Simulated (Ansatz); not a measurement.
# CH7AlN2O: one species, many methods

Aim: compute CH7AlN2O with functionals from several rungs and with coupled cluster, and see how far each lands from CCSD(T) at the basis-set limit for the atomisation energy.

Program: Ansatz 0.2.0, Gaussian basis. Level of theory: functionals in def2-TZVPP, the program's frozen cores in correlated methods. These are calculated values, not measurements.

Levels to be run: PBE-D4, r2SCAN-D4, PBE0-D4, B3LYP-D4, ωB97X-V, ωB97M-V, B2PLYP; CCSD(T)/def2-TZVPP; MP2/def2-QZVPP; extrapolation to the limit.

## 1. The geometry

An earlier PBE0-D4 in a triple-zeta def2 set relaxation fixed the geometry.

12 atoms, charge 0, spin multiplicity 1.

Atoms are counted from 1 here; the program's logs count them from 0.

Bond lengths: N1–C2 1.538 Å, N1–Al3 1.994 Å, N1–H6 1.011 Å, N1–H7 1.010 Å, C2–Al3 1.938 Å, C2–H8 1.088 Å, C2–H9 1.088 Å, Al3–N4 1.779 Å, Al3–O5 1.715 Å, N4–H10 1.006 Å, N4–H11 1.006 Å, O5–H12 0.954 Å. Angles: C2–N1–Al3 65.1°, C2–N1–H6 112.8°, C2–N1–H7 114.1°, Al3–N1–H6 118.3°, Al3–N1–H7 128.4°, H6–N1–H7 109.2°, N1–C2–Al3 68.9°, N1–C2–H8 109.5°, N1–C2–H9 110.7°, Al3–C2–H8 121.8°, Al3–C2–H9 125.7°, H8–C2–H9 109.6°, N1–Al3–C2 46.0°, N1–Al3–N4 120.6°, N1–Al3–O5 103.4°, C2–Al3–N4 120.5°, C2–Al3–O5 118.6°, N4–Al3–O5 120.7° and more.

Coordinates:

```xyz
12
CH7AlN2O
N    -1.43001    0.15295   -0.14985
C    -0.78485    0.10753    1.24584
Al    0.56326    0.18982   -0.14359
N     1.49695   -1.25974   -0.58171
O     0.93373    1.71364   -0.83791
H    -1.92506    1.01700   -0.32553
H    -2.04216   -0.62641   -0.34605
H    -1.04661   -0.82786    1.73689
H    -1.12151    0.94445    1.85321
H     2.01062   -1.38363   -1.43793
H     1.58755   -2.07723   -0.00259
H     1.83518    1.99428   -0.97689
```

## 2. PBE-D4 (GGA)

in.yaml reads:

```yaml
crystal:
  periodic: [false, false, false]
  atoms:
    - {symbol: N, position_ang: [-1.430014, 0.152949, -0.149850]}
    - {symbol: C, position_ang: [-0.784846, 0.107534, 1.245842]}
    - {symbol: Al, position_ang: [0.563260, 0.189822, -0.143588]}
    - {symbol: N, position_ang: [1.496952, -1.259735, -0.581705]}
    - {symbol: O, position_ang: [0.933735, 1.713639, -0.837912]}
    - {symbol: H, position_ang: [-1.925064, 1.016996, -0.325528]}
    - {symbol: H, position_ang: [-2.042160, -0.626411, -0.346049]}
    - {symbol: H, position_ang: [-1.046610, -0.827865, 1.736887]}
    - {symbol: H, position_ang: [-1.121511, 0.944446, 1.853214]}
    - {symbol: H, position_ang: [2.010623, -1.383626, -1.437935]}
    - {symbol: H, position_ang: [1.587554, -2.077232, -0.002585]}
    - {symbol: H, position_ang: [1.835180, 1.994281, -0.976892]}
basis:
  gaussian: {orbitals: def2-TZVPP}
hamiltonian: {xc: pbe, dispersion: d4}
output: {forces: true, orbitals: {seedname: orbitals}}
```

Started as:

```
$ ansatz run in.yaml --threads 4 --pin off --events-out ev --progress --plain --max-ram 10444MiB
```

The runs that follow: r2SCAN-D4 (meta-GGA); PBE0-D4 (hybrid); B3LYP-D4 (hybrid); ωB97X-V (range-separated); ωB97M-V (range-separated); B2PLYP (double hybrid); CCSD(T) in def2-TZVPP; MP2 in def2-QZVPP.

Before running them: what should the planned runs give, taken together? Wanted: atomisation energy, CCSD(T)/CBS; farthest; mean size of error, hybrid; mean size of error, range-separated; gap, smallest and largest; T1 diagnostic; triples share of the correlation energy.

As calculated:

| quantity | value |
| --- | --- |
| atomisation energy, CCSD(T)/CBS | 1042.5 kcal/mol |
| functionals within 5.2 kcal/mol (0.5 %) | B3LYP-D4, ωB97X-V, ωB97M-V |
| farthest | PBE-D4 (+14.4 kcal/mol) |
| mean size of error, hybrid | 5.3 kcal/mol |
| mean size of error, range-separated | 1.1 kcal/mol |
| gap, smallest and largest | 4.72 eV (PBE-D4), 11.21 eV (ωB97X-V) |
| T1 diagnostic | 0.0101 |
| triples share of the correlation energy | 3.6 % |

In words: PBE-D4 misses by +14.4 kcal/mol. Double hybrids carry the basis error of their MP2 part in triple zeta, and no dispersion term here, so their miss is partly the set-up's. Misses under about 5.2 kcal/mol are within the doubt on the reference itself, which lacks core-valence correlation, relativity and higher excitations. Hartree-Fock recovers 69 % of the binding; the rest is correlation. The gap grows from 4.7 to 11.2 eV across the functionals, mostly with the share of exact exchange.
